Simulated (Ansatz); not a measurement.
# CH6O4Si: the cost of one run

Program: Ansatz 0.2.0, Gaussian basis. Level of theory: functionals in def2-TZVPP, the program's frozen cores in correlated methods. These are calculated values, not measurements.

The runs, in order: PBE-D4, r2SCAN-D4, PBE0-D4, B3LYP-D4, ωB97X-V, ωB97M-V, B2PLYP; CCSD(T)/def2-TZVPP; MP2/def2-QZVPP; extrapolation to the limit.

### Step 1. Structure used throughout

All runs share one geometry, relaxed beforehand with PBE0-D4 in a triple-zeta def2 set.

SMILES `OC[Si](O)(O)O`, 12 atoms, charge 0, spin multiplicity 1.

Atoms are counted from 1 here; the program's logs count them from 0.

Bond lengths: O1–C2 1.423 Å, O1–H7 0.962 Å, C2–Si3 1.868 Å, C2–H8 1.100 Å, C2–H9 1.094 Å, Si3–O4 1.635 Å, Si3–O5 1.642 Å, Si3–O6 1.643 Å, O4–H10 0.958 Å, O5–H11 0.959 Å, O6–H12 0.958 Å. Angles: C2–O1–H7 107.5°, O1–C2–Si3 111.4°, O1–C2–H8 111.6°, O1–C2–H9 106.8°, Si3–C2–H8 109.9°, Si3–C2–H9 110.9°, H8–C2–H9 106.0°, C2–Si3–O4 105.6°, C2–Si3–O5 107.1°, C2–Si3–O6 115.4°, O4–Si3–O5 112.9°, O4–Si3–O6 112.3°, O5–Si3–O6 103.6°, Si3–O4–H10 118.6°, Si3–O5–H11 116.2°, Si3–O6–H12 118.4°.

### Step 2. PBE-D4 (GGA)

File in.yaml:

```yaml
crystal:
  periodic: [false, false, false]
  atoms:
    - {symbol: O, position_ang: [-0.827700, -1.887614, 0.775821]}
    - {symbol: C, position_ang: [0.373064, -1.127619, 0.711196]}
    - {symbol: Si, position_ang: [0.122590, 0.464747, -0.232450]}
    - {symbol: O, position_ang: [1.623504, 1.035041, -0.539621]}
    - {symbol: O, position_ang: [-0.709523, 0.090326, -1.597033]}
    - {symbol: O, position_ang: [-0.830027, 1.580104, 0.506725]}
    - {symbol: H, position_ang: [-1.198871, -1.918837, -0.110745]}
    - {symbol: H, position_ang: [1.193771, -1.704998, 0.261441]}
    - {symbol: H, position_ang: [0.676817, -0.926748, 1.742840]}
    - {symbol: H, position_ang: [1.714530, 1.819041, -1.083057]}
    - {symbol: H, position_ang: [-1.513099, 0.589352, -1.752570]}
    - {symbol: H, position_ang: [-0.548056, 1.932106, 1.351456]}
basis:
  gaussian: {orbitals: def2-TZVPP}
hamiltonian: {xc: pbe, dispersion: d4}
output: {forces: true, orbitals: {seedname: orbitals}}
```

Started as:

```sh
$ ansatz run in.yaml --threads 4 --pin off --events-out ev --progress --plain --max-ram 10444MiB
```

Q: Estimate wall time and peak memory on 4 threads of Arm Neoverse V1, shared host.

About 3.1 s, with a peak of 0.4 GiB.
